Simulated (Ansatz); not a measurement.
# NiO2: the cost of one run

Computed with Ansatz 0.2.0 (DFT PBEsol, scalar-relativistic, plane waves, PAW, unless a step's input says otherwise).

40 further runs of the same task are left out: 40 set aside as unsound or not needed.

## 1. Starting point

It takes space group P-3m1 (No. 164, trigonal). The conventional cell has a = 2.784 Å, b = 2.784 Å, c = 4.973 Å, α = 90.00°, β = 90.00°, γ = 120.00°. Ni (site symmetry -3m) has 6 O at 1.86 Å as nearest neighbours. O (site symmetry 3m) has 3 Ni at 1.86 Å as nearest neighbours.

As a file:

```
Ni O
1.0
     2.78399    0.00000    0.00000
    -1.39199    2.41100    0.00000
     0.00000    0.00000    4.97261
Ni O
1 2
Direct
  0.00000 0.00000 0.50000
  0.66667 0.33333 0.68766
  0.33333 0.66667 0.31234
```

It goes back to an entry of the Materials Project, which need not be the stable form.

It is the result of an earlier relaxation at this level (volume 11.13 Å³/atom; gap on the mesh: 1.07 eV).

## 2. The scan

Atoms count from 1 in the order of the input.

The energy is mapped over a free internal coordinate and the cell.

The axes are (1) shift of O2 along [0 0 1], its symmetry partners moved as symmetry demands (measured in the relaxed cell): 9 values from −0.250 Å; (2) c/a of the conventional cell at fixed volume: 9 values from 1.643 to 1.929.

Nothing else is relaxed (all other coordinates fixed). Energies count from the relaxed crystal. Points are written as (first, second).

## 3. Grid point (−0.125 Å, 1.643)

Contents of input.yaml:

```yaml
crystal:
  lattice:
    - [2.8624235356, 0.0, 0.0]
    - [-1.4312117678, 2.4789314982, 0.0]
    - [0.0, 0.0, 4.7038205961]
  atoms:
    - { symbol: Ni, position: [0.0, 0.0, 0.5] }
    - { symbol: O, position: [0.6666666667, 0.3333333333, 0.6625222406] }
    - { symbol: O, position: [0.3333333333, 0.6666666667, 0.3374777594] }
basis:
  ecutwfc: 520.0
kpoints:
  mp_grid: { grid: [12, 12, 6] }
hamiltonian:
  xc: pbesol
scf:
  occupations: { method: gaussian, width: 0.05 }
output:
  forces: true
  stress: true
  eigenvalues: true
```

Command:

```bash
$ ansatz run input.yaml --threads 1 --pin off --max-ram 2048MiB --backend cpu --events-out ev --progress --plain --runs-dir out
```

What time and memory should one allow on 1 thread of Intel Xeon Platinum 8375C at 2.90GHz (Ice Lake), shared host?

About 4.8 s, with a peak of 0.42 GiB.
